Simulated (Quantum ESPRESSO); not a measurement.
Input of a Quantum ESPRESSO 7.5 run:

File pw.in:

```
&CONTROL
  calculation = 'scf'
  prefix = 'pwscf'
  outdir = './tmp'
  pseudo_dir = './pseudo'
  tprnfor = .true.
  tstress = .true.
  disk_io = 'nowf'
/
&SYSTEM
  ibrav = 0
  nat = 3
  ntyp = 2
  ecutwfc = 55
  ecutrho = 440
  nbnd = 19
  occupations = 'smearing'
  smearing = 'mp'
  degauss = 0.00734986
/
&ELECTRONS
  conv_thr = 6d-10
  electron_maxstep = 120
  mixing_beta = 0.5
/
ATOMIC_SPECIES
Co    58.9332 Co_pbe_v1.2.uspp.F.UPF
Si    28.0850 Si.pbe-n-rrkjus_psl.1.0.0.UPF
CELL_PARAMETERS angstrom
   0.0000000000    2.6985520800    2.6717807300
   2.6985520800    0.0000000000    2.6717807300
   2.6985520800    2.6985520800    0.0000000000
ATOMIC_POSITIONS crystal
Co     0.0000000000    0.0000000000    0.0000000000
Si     0.2500000000    0.2500000000    0.2500000000
Si     0.7500000000    0.7500000000    0.7500000000
K_POINTS automatic
16 16 16 0 0 0
```

Potentials or basis: SSSP 1.3 efficiency PBE.

Launch:

```sh
$ OMP_NUM_THREADS=1 pw.x -in pw.in > pw.out
```

Question: Estimate the band gap on the k mesh.

Answer: None (metal or under the smearing width).

Question: Predict the pressure.

Answer: -1.9 GPa.

Stress tensor (GPa, compression positive):
```
-2.13  0.00  0.00
 0.00 -2.13  0.00
 0.00  0.00 -1.31
```

Spin polarisation is off, so any magnetic state and its effect on volume and gap are missing.
